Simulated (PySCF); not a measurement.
**Ways to converge the SCF of Kr⁺**

Aim: find out which solver settings change the answer for Kr⁺.

Computed with PySCF 2.14.0. Level: each script names its method and basis.

2 further runs of the same task are left out: 2 that didn't finish.

## Step 1: The atom

Kr⁺: 1 atom, charge 1, spin multiplicity 2.

## Step 2: Base script

The input, input.py:

```python
from pyscf import gto, scf, mcscf

mol = gto.M(
    atom='Kr 0 0 0',
    basis='6-311++g**',
    charge=1,
    spin=1,
    verbose=4,
)
mf = scf.ROHF(mol)
mf = mf.density_fit(auxbasis='def2-universal-jkfit')
mf.kernel()
mc = mcscf.CASSCF(mf, 6, 5)
mc.kernel()
mc.analyze()
mf.dip_moment()
print('orbital energies (hartree):', mf.mo_energy[..., max(0, mol.nelec[1]-3):mol.nelec[0]+3].round(4))
```

Launch:

```
$ OMP_NUM_THREADS=1 python input.py
```

Its log is not repeated here.

Base result: E(SCF) = -2751.474677 Eh, 7 cycles, E(CAS) − E(SCF) = -0.01232 Eh.

## Step 3: Initial guess random

Edit 1 changes initial guess: minao → random.

The input, input.py:

```python
from pyscf import gto, scf, mcscf

mol = gto.M(
    atom='Kr 0 0 0',
    basis='6-311++g**',
    charge=1,
    spin=1,
    verbose=4,
)
mf = scf.ROHF(mol)
mf = mf.density_fit(auxbasis='def2-universal-jkfit')
mf.init_guess = 'random'
mf.kernel()
mc = mcscf.CASSCF(mf, 6, 5)
mc.kernel()
mc.analyze()
mf.dip_moment()
print('orbital energies (hartree):', mf.mo_energy[..., max(0, mol.nelec[1]-3):mol.nelec[0]+3].round(4))
```

Launch:

```
$ OMP_NUM_THREADS=1 python input.py
```

## Step 4: Level shift 1 hartree

Edit 2 changes level shift: none → 1 hartree.

Edit input.py of step 2 so:

```diff
@@ -11,2 +11,3 @@
 mf = mf.density_fit(auxbasis='def2-universal-jkfit')
+mf.level_shift = 1.0
 mf.kernel()
```

## Step 5: Initial guess chk

Edit 3 changes initial guess: minao → chk.

Edit input.py of step 2 so:

```diff
@@ -11,2 +11,3 @@
 mf = mf.density_fit(auxbasis='def2-universal-jkfit')
+mf.init_guess = 'chk'
 mf.kernel()
```

## Step 6: Level shift 0.1 hartree

Edit 4 changes level shift: none → 0.1 hartree.

Edit input.py of step 2 so:

```diff
@@ -11,2 +11,3 @@
 mf = mf.density_fit(auxbasis='def2-universal-jkfit')
+mf.level_shift = 0.1
 mf.kernel()
```

**Question.** What will these runs give? Wanted: for each run, E(SCF); from base; after the SCF.

As calculated:

```tsv
run	E(SCF) (hartree)	from base (eV)	cycles	after the SCF
base	-2751.474677	0	7	CASSCF correlation -0.335 eV
initial guess random	-2751.474677	0.0000	7	CASSCF correlation -0.335 eV
level shift 1 hartree	-2751.474677	0.0000	14	CASSCF correlation -0.335 eV
initial guess chk	-2751.474677	0.0000	7	CASSCF correlation -0.335 eV
level shift 0.1 hartree	-2751.474677	0.0000	8	CASSCF correlation -0.335 eV
```

Distance from each run's final energy (log10 hartree) by cycle:

```tsv
run	cycle 1	cycle 2	cycle 3	cycle 5	cycle 8	cycle 12
base	-1.2	-2.0	-3.6	-7.2	done	done
initial guess random	-1.2	-2.0	-3.6	-7.2	done	done
level shift 1 hartree	-1.4	-2.3	-3.1	-4.2	-6.1	-8.5
initial guess chk	-1.2	-2.0	-3.6	-7.2	done	done
level shift 0.1 hartree	-1.2	-2.1	-3.8	-6.7	< -11	done
```

**Reading.** The SCF energy stays the same, to the digits that matter, with initial guess random or level shift 1 hartree or initial guess chk or level shift 0.1 hartree. PySCF falls back to minao for a guess that it doesn't know or can't read, so that run repeats the base. The base needs 7 cycles and the run with level shift 1 hartree needs 14.
